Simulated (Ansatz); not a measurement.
**CH9BSi2: one species, many methods**

An exercise on one series of results from a longer session: the logs are not shown, and one member is left open.

Method: functionals in def2-TZVPP, the program's frozen cores in correlated methods; program: Ansatz 0.2.0, Gaussian basis.

The runs, in order: LDA (SPW92), PBE-D4, revPBE-D4, BLYP-D4, r2SCAN-D4, B97M-V, PBE0-D4, B3LYP-D4, r2SCANh-D4, r2SCAN0-D4, HSE06-D4, BHLYP-D4, CAM-B3LYP-D4, LC-ωPBE, ωB97X-V, ωB97M-V, B2PLYP, PBE-QIDH; CCSD(T)/def2-SVP; CCSD(T)/def2-TZVPP; MP2/def2-QZVPP; extrapolation to the limit; RPA on PBE.

### The geometry

An earlier PBE0-D4 in a triple-zeta def2 set relaxation fixed the geometry.

13 atoms, charge 0, spin multiplicity 1.

Atoms are counted from 1 here; the program's logs count them from 0.

Bond lengths: C1–B2 1.554 Å, C1–H5 1.093 Å, C1–H6 1.092 Å, C1–H7 1.106 Å, B2–Si3 2.018 Å, B2–Si4 2.018 Å, Si3–H8 1.489 Å, Si3–H9 1.491 Å, Si3–H10 1.495 Å, Si4–H11 1.491 Å, Si4–H12 1.494 Å, Si4–H13 1.491 Å. Angles: B2–C1–H5 115.9°, B2–C1–H6 115.8°, B2–C1–H7 102.4°, H5–C1–H6 110.2°, H5–C1–H7 105.4°, H6–C1–H7 105.7°, C1–B2–Si3 120.5°, C1–B2–Si4 122.0°, Si3–B2–Si4 117.4°, B2–Si3–H8 113.7°, B2–Si3–H9 113.5°, B2–Si3–H10 105.8°, H8–Si3–H9 108.5°, H8–Si3–H10 107.3°, H9–Si3–H10 107.5°, B2–Si4–H11 114.6°, B2–Si4–H12 107.2°, B2–Si4–H13 111.5° and more.

The first run:

File in.yaml:

```yaml
crystal:
  periodic: [false, false, false]
  atoms:
    - {symbol: C, position_ang: [-0.711473, 1.438559, -0.724423]}
    - {symbol: B, position_ang: [-0.054846, 0.166708, -0.118819]}
    - {symbol: Si, position_ang: [1.160357, 0.305672, 1.486571]}
    - {symbol: Si, position_ang: [-0.439676, -1.680318, -0.835583]}
    - {symbol: H, position_ang: [-0.206783, 2.384048, -0.511790]}
    - {symbol: H, position_ang: [-0.972825, 1.379387, -1.783293]}
    - {symbol: H, position_ang: [-1.673820, 1.490381, -0.181273]}
    - {symbol: H, position_ang: [1.113412, -0.885541, 2.379302]}
    - {symbol: H, position_ang: [0.919558, 1.524427, 2.311819]}
    - {symbol: H, position_ang: [2.548837, 0.398566, 0.940077]}
    - {symbol: H, position_ang: [-1.018545, -1.704780, -2.209499]}
    - {symbol: H, position_ang: [-1.425696, -2.317252, 0.088923]}
    - {symbol: H, position_ang: [0.781802, -2.534655, -0.827313]}
basis:
  gaussian: {orbitals: def2-TZVPP}
hamiltonian: {xc: lda}
output: {orbitals: {seedname: orbitals}}
```

Among the steps run: LDA; PBE-D4 (GGA); revPBE-D4 (GGA); BLYP-D4 (GGA); r2SCAN-D4 (meta-GGA); B97M-V (meta-GGA); PBE0-D4 (hybrid); B3LYP-D4 (hybrid); r2SCANh-D4 (hybrid); r2SCAN0-D4 (hybrid); HSE06-D4 (hybrid); BHLYP-D4 (hybrid); CAM-B3LYP-D4 (range-separated); LC-ωPBE-D4 (range-separated; the results give it without D4); ωB97X-V (range-separated); ωB97M-V (range-separated); B2PLYP (double hybrid); PBE-QIDH (double hybrid).

One table of the session follows, with a row left open; its other results are not shown here.

It belongs to the step «Orbital energies across the functionals». 

```
  functional  HOMO (eV)  LUMO (eV)  gap (eV)
 LDA (SPW92)      -6.39      -3.39      2.99
      PBE-D4      -6.32      -3.21      3.11
   revPBE-D4      -6.29      -3.12      3.16
     BLYP-D4      -6.21      -3.01      3.20
   r2SCAN-D4          ?          ?         ?
      B97M-V      -6.69      -3.07      3.61
     PBE0-D4      -7.45      -2.28      5.17
    B3LYP-D4      -7.27      -2.43      4.84
  r2SCANh-D4      -6.96      -2.63      4.33
  r2SCAN0-D4      -7.59      -2.14      5.45
    HSE06-D4      -7.05      -2.66      4.39
    BHLYP-D4      -8.51      -1.18      7.33
CAM-B3LYP-D4      -8.76      -1.09      7.67
     LC-ωPBE     -10.06       0.01     10.07
     ωB97X-V      -9.73      -0.08      9.65
     ωB97M-V      -9.53      -0.30      9.23
```

**Question.** Estimate the row for r2SCAN-D4.

Worked estimate for «HOMO (eV)». Against the share of exact exchange, r2SCANh-D4 (0.1, -6.96), r2SCAN0-D4 (0.25, -7.59) give a slope of -4.20 per unit share; at 0 the line stands at -6.54.

As computed: HOMO (eV): -6.54; LUMO (eV): -2.95; gap (eV): 3.58. In «HOMO (eV)» the line misses by 0.00.
